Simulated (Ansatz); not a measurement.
# SiGeH6NOF: ionisation energy by level of theory

How much energy removes an electron from SiGeH6NOF at fixed geometry? The cation is run at each level and the neutral's energy taken from earlier runs.

The runs use Ansatz 0.2.0, Gaussian basis; unrestricted cation, the program's frozen cores in correlated methods.

Levels to be run: UKS PBE-D4/def2-TZVPP; UKS r2SCAN-D4/def2-TZVPP; UKS PBE0-D4/def2-TZVPP; UKS B3LYP-D4/def2-TZVPP; UKS wB97X-V/def2-TZVPP; UKS wB97M-V/def2-TZVPP; UKS B2PLYP/def2-TZVPP; UHF-CCSD(T)/def2-TZVPP; UHF-MP2/def2-QZVPP; extrapolation to the limit; then −ε(HOMO) from the neutral's earlier runs with LDA (SPW92), PBE-D4, revPBE-D4, BLYP-D4, r2SCAN-D4, B97M-V, PBE0-D4, B3LYP-D4, r2SCANh-D4, r2SCAN0-D4, HSE06-D4, BHLYP-D4, CAM-B3LYP-D4, LC-ωPBE, ωB97X-V, ωB97M-V.

## (1) The relaxed structure

The geometry comes from an earlier relaxation with PBE0-D4 in a triple-zeta def2 set; it is a stationary point, not always the lowest conformer.

SMILES `O[SiH](F)[NH][GeH3]`, 11 atoms, charge 0, spin multiplicity 1.

Atoms are counted from 1 here; the program's logs count them from 0.

Bond lengths: O1–Si2 1.631 Å, O1–H6 0.959 Å, Si2–F3 1.597 Å, Si2–N4 1.698 Å, Si2–H7 1.473 Å, N4–Ge5 1.845 Å, N4–H8 1.009 Å, Ge5–H9 1.539 Å, Ge5–H10 1.535 Å, Ge5–H11 1.537 Å. Angles: Si2–O1–H6 118.1°, O1–Si2–F3 112.3°, O1–Si2–N4 109.9°, O1–Si2–H7 104.9°, F3–Si2–N4 106.8°, F3–Si2–H7 106.5°, N4–Si2–H7 116.5°, Si2–N4–Ge5 127.1°, Si2–N4–H8 117.9°, Ge5–N4–H8 114.5°, N4–Ge5–H9 109.8°, N4–Ge5–H10 106.5°, N4–Ge5–H11 110.1°, H9–Ge5–H10 110.2°, H9–Ge5–H11 109.2°, H10–Ge5–H11 110.9°.

## (2) Cation, UKS PBE-D4/def2-TZVPP

Input file in.yaml:

```yaml
crystal:
  periodic: [false, false, false]
  atoms:
    - {symbol: O, position_ang: [0.501572, 0.843105, 1.802263]}
    - {symbol: Si, position_ang: [0.428087, -0.682477, 1.230471]}
    - {symbol: F, position_ang: [-0.429992, -1.642008, 2.175650]}
    - {symbol: N, position_ang: [-0.321788, -0.693968, -0.292768]}
    - {symbol: Ge, position_ang: [-0.220851, 0.611515, -1.592772]}
    - {symbol: H, position_ang: [-0.311527, 1.350293, 1.840289]}
    - {symbol: H, position_ang: [1.815455, -1.175070, 1.284678]}
    - {symbol: H, position_ang: [-0.784681, -1.541201, -0.584786]}
    - {symbol: H, position_ang: [-1.002348, 1.858318, -1.140444]}
    - {symbol: H, position_ang: [-0.854347, 0.017805, -2.858729]}
    - {symbol: H, position_ang: [1.245919, 0.996688, -1.843151]}
basis:
  gaussian: {orbitals: def2-TZVPP}
total_charge: 1
magnetization: {spin_polarized: true, initial_magnetization: 1}
hamiltonian: {xc: pbe, dispersion: d4}
```

On the command line:

```
> ansatz run in.yaml --threads 2 --pin off --events-out ev --progress --plain --max-ram 31744MiB --backend cpu
```

Further steps of the session: Cation, UKS r2SCAN-D4/def2-TZVPP; Cation, UKS PBE0-D4/def2-TZVPP; Cation, UKS B3LYP-D4/def2-TZVPP; Cation, UKS wB97X-V/def2-TZVPP; Cation, UKS wB97M-V/def2-TZVPP; Cation, UKS B2PLYP (frozen core)/def2-TZVPP; Cation, UHF-CCSD(T)/def2-TZVPP; Cation, UHF-MP2/def2-QZVPP.

**Question.** What will the summary of the whole plan be? Wanted: ionisation energy, CCSD(T)/CBS; nearest functional by difference; nearest −ε(HOMO); −ε(HOMO) of PBE; T1 of the cation.

As calculated:

| quantity | value |
| --- | --- |
| ionisation energy, CCSD(T)/CBS | 10.11 eV |
| nearest functional by difference | ωB97X-V (-0.16 eV) |
| nearest −ε(HOMO) | ωB97X-V (+0.05 eV) |
| −ε(HOMO) of PBE | 6.35 eV |
| T1 of the cation | 0.021 |

In words: Energy differences with functionals land within 0.58 eV of the reference. −ε(HOMO) of PBE misses by 3.8 eV, since self-interaction lifts the level. Among orbital estimates ωB97X-V comes nearest. Hartree-Fock falls 1.33 eV short, as the neutral has more correlation energy than the cation. The cation may have settled in a state other than its lowest; no search over hole states beyond the program's own was made. Correlated methods include outer-core shells of Ge, which these sets cover unevenly. With outer-core shells in play the reference is unsure by up to some tenths of an eV, so close misses can't be ranked.
